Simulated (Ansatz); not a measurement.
**GaCS (quartet): trial inputs and their diagnosis**

3 inputs are run for GaCS (quartet) as typed; the log has to tell whether the result can be used and what must change.

Method: the settings change from run to run; program: Ansatz 0.2.0, Gaussian basis.

24 further runs of the same task are left out: 7 for a known fault of the program, 1 for a mislabelled method, 6 that didn't finish, 10 set aside as unsound or not needed.

## Step 1: The system

The geometry is a PBE0/def2-TZVP stationary point (not a proven minimum). No spin-orbit coupling is included. The filled d shell of Ga may be among the frozen orbitals whatever the setting's name suggests; the logs give the count.

3 atoms, charge 0, spin multiplicity 4.

Atoms are counted from 1 here; the program's logs count them from 0.

Bond lengths: C1–S2 1.726 Å, C1–Ga3 1.874 Å, S2–Ga3 2.403 Å. Angles: S2–C1–Ga3 83.7°, C1–S2–Ga3 50.8°, C1–Ga3–S2 45.5°.

As a file:

```xyz
3

C     0.00000   -1.16069    0.57519
S     0.00000    0.24609    1.57471
Ga    0.00000    0.08677   -0.82328
```

## Step 2: Input 1

in.yaml

```yaml
crystal:
  periodic: [false, false, false]
  atoms:
    - {symbol: C, position_ang: [0.000000, -1.160693, 0.575194]}
    - {symbol: S, position_ang: [0.000000, 0.246092, 1.574708]}
    - {symbol: Ga, position_ang: [0.000000, 0.086769, -0.823279]}
basis:
  gaussian: {orbitals: STO-3G}
magnetization: {spin_polarized: false, initial_magnetization: 3}
correlation: {method: CCSDT(Q), electrons: all}
accuracy: high
```

Started as:

```bash
$ ansatz run in.yaml --threads 1 --pin off --events-out ev --progress --plain --max-ram 2393MiB
```

Standard output:

```text
Error: YAML parse error: error: line 10 column 23: unknown variant `CCSDT(Q)`, expected one of mp2, rpa, ccsd, ccsd_t, bccd, bccd_t, ccsdt, ccsdt_q, ccsdt_q_b, ccsdtq, fci, sc_nevpt2, fic_nevpt4_sd, fic_mrcisd_q, fic_mrcisd_q_relaxed
  --> <input>:10:23
   |
 8 |   gaussian: {orbitals: STO-3G}
 9 | magnetization: {spin_polarized: false, initial_magnetization: 3}
10 | correlation: {method: CCSDT(Q), electrons: all}
   |                       ^ unknown variant `CCSDT(Q)`, expected one of mp2, rpa, ccsd, ccsd_t, bccd, bccd_t, ccsdt, ccsdt_q, ccsdt_q_b, ccsdtq, fci, sc_nevpt2, fic_nevpt4_sd, fic_mrcisd_q, fic_mrcisd_q_relaxed
11 | accuracy: high
   |
```

Wall time 0.03 s (1 thread of Intel Xeon Platinum 8488C, shared host).

What is wrong: The run was refused. The method's name isn't one that the program knows. To mend it, name one from the list in the message.

## Step 3: Input 2

in.yaml

```yaml
crystal:
  periodic: [false, false, false]
  atoms:
    - {symbol: C, position_ang: [0.000000, -1.160693, 0.575194]}
    - {symbol: S, position_ang: [0.000000, 0.246092, 1.574708]}
    - {symbol: Ga, position_ang: [0.000000, 0.086769, -0.823279]}
basis:
  gaussian: {orbitals: cc-pVDZ}
magnetization: {spin_polarized: false, initial_magnetization: 3}
correlation: {method: full_ci, electrons: valence}
accuracy: high
scf: {lower_state_search: off}
output: {forces: true}
```

Same command.

Standard output:

```text
Error: YAML parse error: error: line 10 column 23: unknown variant `full_ci`, expected one of mp2, rpa, ccsd, ccsd_t, bccd, bccd_t, ccsdt, ccsdt_q, ccsdt_q_b, ccsdtq, fci, sc_nevpt2, fic_nevpt4_sd, fic_mrcisd_q, fic_mrcisd_q_relaxed
  --> <input>:10:23
   |
 8 |   gaussian: {orbitals: cc-pVDZ}
 9 | magnetization: {spin_polarized: false, initial_magnetization: 3}
10 | correlation: {method: full_ci, electrons: valence}
   |                       ^ unknown variant `full_ci`, expected one of mp2, rpa, ccsd, ccsd_t, bccd, bccd_t, ccsdt, ccsdt_q, ccsdt_q_b, ccsdtq, fci, sc_nevpt2, fic_nevpt4_sd, fic_mrcisd_q, fic_mrcisd_q_relaxed
11 | accuracy: high
12 | scf: {lower_state_search: off}
   |
```

It took 0.03 s on 1 thread of Intel Xeon Platinum 8488C, shared host.

Diagnosis: The run was refused. The method's name isn't one that the program knows. Cure: name one from the list in the message.

## Step 4: Input 3

in.yaml

```yaml
crystal:
  periodic: [false, false, false]
  atoms:
    - {symbol: C, position_ang: [0.000000, -1.160693, 0.575194]}
    - {symbol: S, position_ang: [0.000000, 0.246092, 1.574708]}
    - {symbol: Ga, position_ang: [0.000000, 0.086769, -0.823279]}
basis:
  gaussian: {orbitals: STO-3G}
magnetization: {spin_polarized: false, initial_magnetization: 3}
correlation: {active_space: {ras: {orbitals: [25, 3, 4], electrons: 54, max_holes: 2, max_particles: 2}, fixed_orbitals: true}}
output: {forces: true}
```

Same command.

Standard output:

```text
Functional definition: HF
  name "HF"
  cite "Fock, Z. Phys. 61, 126 (1930) doi:10.1007/BF01340294"
  parent pbe
  exchange = exact_x
  correlation = 0
342 factors; integrals over basis functions are off by at most 3.7e-5 eV
mean field evaluation 1: about -63433.3635 eV, gradient 4.0e1 eV
mean field evaluation 2: about -63433.4096 eV, gradient 4.0e1 eV
mean field evaluation 4: about -63437.2277 eV, gradient 1.1e1 eV
mean field evaluation 8: about -63437.6251 eV, gradient 1.1e1 eV
mean field evaluation 16: about -63442.1582 eV, gradient 8.0e-2 eV
mean field evaluation 32: about -63440.4959 eV, gradient 2.8e0 eV
mean field evaluation 64: about -63442.1678 eV, gradient 1.0e-6 eV
mean field evaluation 96: about -63442.1167 eV, gradient 9.3e-1 eV
mean field evaluation 128: about -63442.1601 eV, gradient 9.9e-2 eV
mean field evaluation 160: about -63441.6444 eV, gradient 5.5e0 eV
mean field evaluation 192: about -63442.1563 eV, gradient 2.0e-1 eV
mean field evaluation 224: about -63440.5120 eV, gradient 1.5e1 eV
mean field -63442.17142861 eV, -2331.4567973532 hartree, gradient 1.5e-6 eV, S^2 3.750000; 21 other end points of the search recorded, 0 dependent functions left out
reference -63442.17142861 eV, -2331.4567973532 hartree; 28, 25 occupied and 4, 7 virtual orbitals, 342 factors
Error: 54 electrons in 32 orbitals form no window around the highest filled level of the reference
```

It took 4.2 s on 1 thread of Intel Xeon Platinum 8488C, shared host.

What is wrong: The run stopped with an error. The electron count of the restricted space is wrong. To mend it, count the correlated electrons again.

## Step 5: Summary

```csv
input,level,ended,cause,time
1,'CCSDT(Q)'/STO-3G,refused,the method's name isn't one that the program knows,0.03 s
2,'full_ci'/cc-pVDZ,refused,the method's name isn't one that the program knows,0.03 s
3,CISD/STO-3G,stopped by an error,the electron count of the restricted space is wrong,4.2 s
```

2 refused, 1 stopped by an error.
